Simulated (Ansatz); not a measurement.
Predict the output of the script below (Ansatz 0.2.0, Python API).

The script, `bde.py`:
```python
import ansatz


def single_point(molecule, charge=0, unpaired=0):
    calc = molecule.calculation().basis(gaussian="def2-SVP").functional("pbe0", dispersion="d3bj")
    if charge:
        calc = calc.charge(charge)
    if unpaired:
        calc = calc.spin("collinear", total=unpaired)
    return calc.run().report["free_energy_ev"]

def without(molecule, index):
    rest = ansatz.Crystal.molecule()
    for i, site in enumerate(molecule.cartesian_sites):
        if i != index:
            rest = rest.atom(site.symbol, site.position_ang)
    return rest


def main() -> None:
    mol = (
        ansatz.Crystal.molecule()
        .atom("F", (-1.7625, -0.9889, 0.5093))
        .atom("Si", (-1.1961, 0.4451, 0.9183))
        .atom("S", (-0.1809, 1.3163, -0.7576))
        .atom("Si", (1.0897, -0.3117, -0.9488))
        .atom("F", (2.2162, 0.0314, -2.0219))
        .atom("H", (-0.2362, 0.277, 2.0286))
        .atom("H", (-2.3007, 1.3574, 1.3264))
        .atom("H", (0.4254, -1.5294, -1.3622))
        .atom("H", (1.8191, -0.5396, 0.3768))
    )

    whole = single_point(mol, 0)
    hydrogen = single_point(ansatz.Crystal.molecule().atom("H", (0, 0, 0)), 0, 1)
    print(f"E(molecule) = {whole:.5f} eV, E(H) = {hydrogen:.5f} eV")
    for index in [8]:
        radical = single_point(without(mol, index), 0, 1)
        print(f"H{index}: homolysis {(radical + hydrogen - whole):.3f} eV")
        anion = single_point(without(mol, index), -1)
        print(f"H{index}: loss of a proton {(anion - whole):.3f} eV")


if __name__ == "__main__":
    main()
```

```console
$ python bde.py
E(molecule) = -32065.53190 eV, E(H) = -13.61361 eV
H8: homolysis 3.974 eV
H8: loss of a proton 16.986 eV
```

Caveats:
- Total energies depend on the basis set; only differences at equal settings carry meaning.
- The geometry is a force-field or estimated start, not a minimum of this method, and the basis set is short of its limit. All parts are taken at fixed geometry, without zero-point energy.
- Anions want diffuse functions, which this basis lacks.
- Hardware and time: 16 s on 1 thread of Arm Neoverse V1, with other jobs on the host, peak memory 0.34 GiB.
